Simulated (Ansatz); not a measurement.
# CH8BNOSi: the cost of one run

Program: Ansatz 0.2.0. Level of theory: UKS B3LYP-D4/STO-3G. These are calculated values, not measurements.

**1. The structure to begin with**

Bond lengths: C1–B2 1.546 Å, B2–O3 1.446 Å, O3–Si4 1.750 Å, Si4–N5 1.733 Å, C1–H6 1.185 Å, C1–H7 1.079 Å, C1–H8 1.087 Å, B2–H9 1.225 Å, Si4–H10 1.426 Å, Si4–H11 1.527 Å, N5–H12 1.063 Å, N5–H13 0.999 Å. Angles (14 of 19 angles, heavy atoms first): C1–B2–O3 118.1°, B2–O3–Si4 108.7°, O3–Si4–N5 112.3°, C1–B2–H9 120.8°, O3–B2–H9 120.9°, B2–C1–H6 108.1°, B2–C1–H7 112.6°, B2–C1–H8 110.1°, O3–Si4–H10 108.5°, O3–Si4–H11 105.1°, N5–Si4–H10 112.6°, N5–Si4–H11 109.8°, Si4–N5–H12 109.6°, Si4–N5–H13 106.1°.

Structure file:

```xyz
13

C    -1.9581   -0.5400    0.7339
B    -0.4808   -0.1595    0.9877
O     0.5464   -0.9939    0.4052
Si    1.1088   -0.2431   -1.0719
N     2.0817    1.1584   -0.7694
H    -2.4966    0.3903    0.2363
H    -2.0606   -1.3774    0.0608
H    -2.4715   -0.6955    1.6797
H    -0.1904    0.7542    1.7508
H     1.7901   -1.2269   -1.8477
H    -0.1585    0.1598   -1.8218
H     1.5230    1.8667   -0.2071
H     2.7867    0.8722   -0.1218
```

**2. Preparing the start**

Input file input.yaml:

```yaml
crystal:
  periodic: [false, false, false]
  atoms:
    - { symbol: C, position_ang: [-1.9581, -0.54, 0.7339] }
    - { symbol: B, position_ang: [-0.4808, -0.1595, 0.9877] }
    - { symbol: O, position_ang: [0.5464, -0.9939, 0.4052] }
    - { symbol: Si, position_ang: [1.1088, -0.2431, -1.0719] }
    - { symbol: "N", position_ang: [2.0817, 1.1584, -0.7694] }
    - { symbol: H, position_ang: [-2.4966, 0.3903, 0.2363] }
    - { symbol: H, position_ang: [-2.0606, -1.3774, 0.0608] }
    - { symbol: H, position_ang: [-2.4715, -0.6955, 1.6797] }
    - { symbol: H, position_ang: [-0.1904, 0.7542, 1.7508] }
    - { symbol: H, position_ang: [1.7901, -1.2269, -1.8477] }
    - { symbol: H, position_ang: [-0.1585, 0.1598, -1.8218] }
    - { symbol: H, position_ang: [1.523, 1.8667, -0.2071] }
    - { symbol: H, position_ang: [2.7867, 0.8722, -0.1218] }
magnetization:
  spin_polarized: true
basis:
  gaussian: { orbitals: STO-3G }
hamiltonian:
  xc: b3lyp
  dispersion: d4
relax:
  f_tol: 0.02
  max_steps: 40
```

Command:

```bash
ansatz run input.yaml --threads 1 --pin off --max-ram 2048MiB --backend cpu --events-out ev --progress --plain --runs-dir out
```

**Question.** How long does this run take on 1 thread of Intel Xeon Platinum 8375C at 2.90GHz (Ice Lake), shared host, and how much memory does it need?

About 82 s, with a peak of 0.21 GiB.
